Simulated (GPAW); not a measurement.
InSb3:

```xyz
4
Lattice="0.0000 3.7946 3.7946 3.7946 0.0000 3.7946 3.7946 3.7946 0.0000" Properties=species:S:1:pos:R:3 pbc="T T T"
Sb    3.7946    3.7946    3.7946
Sb    5.6918    5.6918    5.6918
Sb    1.8973    1.8973    1.8973
In    0.0000    0.0000    0.0000
```

The cell comes from a database or a generator and needn't be the stable form of this composition.

Base run:

| Item | Value |
| --- | --- |
| Program | GPAW 26.7.0 |
| Functional | LDA |
| Potentials or basis | the program's PAW data sets (release 1.2.1) made for this functional |
| Cutoff | 600 eV |
| Basis | pw |
| k mesh | 6 × 6 × 6 |
| Occupations | fermi-dirac, width 0.05 eV |
| Spin | no spin polarisation |

Its results: pressure -4.5 GPa.

The run is repeated on the same cell with these changes: functional from LDA to PBEsol; potentials or basis from the program's PAW data sets (release 1.2.1) made for this functional to PAW data sets generated in the run's folder for this functional. What comes out?

Pressure -3.4 GPa.
